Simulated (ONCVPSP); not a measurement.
# Pseudopotential generation for zinc: ONCV, PBE

Aim: build the potential from the settings below, then test how well it stands in for the atom: other configurations, scattering, ghost states and the plane-wave cutoff that it needs.

Program: ONCVPSP 4.0.1.1 (patched build). Reference atom: PBE, scalar-relativistic, spherical and spin-unpolarised. All values are calculated.

## (1) Starting point

Typed settings, in words:

```json
{
 "element": "zinc (Zn, Z = 30)",
 "type": "optimised norm-conserving Vanderbilt (ONCV)",
 "frozen core": "[Ne] 3s2",
 "valence charge": "18",
 "reference configuration": "3p6 3d10 4s2",
 "partial waves": "4s: rc 2.25 bohr, ncon 4, nbas 9, qcut 2.4 1/bohr, 1 projector; 3p: rc 0.60 bohr, ncon 4, nbas 7, qcut 14.8 1/bohr, 1 projector; 3d: rc 1.45 bohr, ncon 3, nbas 7, qcut 11.4 1/bohr, 2 projectors, debl 3.4 Ha",
 "local potential": "polynomial inside 0.40 bohr (lpopt 5, dvloc0 0 Ha)",
 "core correction": "Teter function, parameters optimised by the program"
}
```

The outer shells as boxes (Hund's rule for the drawing; the calculation is spin-unpolarised):

```
[Ne] core
3s [↑↓]
3p [↑↓][↑↓][↑↓]
3d [↑↓][↑↓][↑↓][↑↓][↑↓]
4s [↑↓]
```

## (2) Generating the potential

Zn.dat

```
# ATOM AND REFERENCE CONFIGURATION
# atsym  z   nc   nv     iexc    psfile
  Zn 30.00    4    3        4      upf
#
#   n    l    f
    1    0    2.00
    2    0    2.00
    2    1    6.00
    3    0    2.00
    3    1    6.00
    3    2   10.00
    4    0    2.00
#
# PSEUDOPOTENTIAL AND OPTIMIZATION
# lmax
    2
#
#   l,   rc,      ep,       ncon, nbas, qcut
    0    2.25    0.00    4    9    2.40
    1    0.60    0.00    4    7   14.80
    2    1.45    0.00    3    7   11.40
#
# LOCAL POTENTIAL
# lloc, lpopt,  rc(5),   dvloc0
    4    5    0.40    0.00
#
# VANDERBILT-KLEINMAN-BYLANDER PROJECTORs
# l, nproj, debl
    0    1    1.60
    1    1    3.80
    2    2    3.40
#
# MODEL CORE CHARGE
# icmod, fcfact, rcfact
    4    0.50    0.00
#
# LOG DERIVATIVE ANALYSIS
# epsh1, epsh2, depsh
   -5.00    5.00    0.04
#
# OUTPUT GRID
# rlmax, drl
    6.00    0.01
#
# TEST CONFIGURATIONS
# ncnf
    4
# nvcnf
#   n    l    f
    3
    3    1    6.00
    3    2   10.00
    4    0    1.00
#
    3
    3    1    6.00
    3    2   10.00
    4    0    0.00
#
    3
    3    1    6.00
    3    2    9.00
    4    0    0.00
#
    3
    3    1    6.00
    3    2   10.00
    4    0    1.50
#
```

The run is started by

```sh
oncvpsp.x < Zn.dat > Zn.out
```

Q: Predict the outcome of this session. Wanted: cutoffs for 1 and 0.1 mHa per electron, occupied waves; bound ghosts; GHOST(+) flags; largest test error; largest phase difference near zero energy, channels read; rms error of d²Exc/dn², without and with the model core.

As calculated:

```
                                                quantity                                        value
  cutoffs for 1 and 0.1 mHa per electron, occupied waves                             99 Ha and 170 Ha
                                            bound ghosts              s at -771.15 eV, s at -12.04 eV
                                          GHOST(+) flags                           none at low energy
                            largest test error (AE − PS)  -28 meV, for 3p6 3d10 4s0 (1 test unsolved)
largest phase difference near zero energy, channels read                                    0.098 rad
 rms error of d²Exc/dn², without and with the model core                            3.05 and 0.37 mHa
```

In words: A bound ghost (s) makes it unfit for use: electrons can fall into a state that the atom doesn't have. The worst unpolarised test, 3p6 3d10 4s0, is off by 28 meV on 28.3 eV; by total energies transferability rates as fair where solved. Of the tests 1 gave no usable energy difference, which is a warning in itself. The potential is very hard: the looser tolerance needs 99 Ha. At the looser tolerance the 3p wave is the slowest; 3d needs 50 Ha. Of the channels read, s scatters worst near zero energy, by up to 0.10 rad.
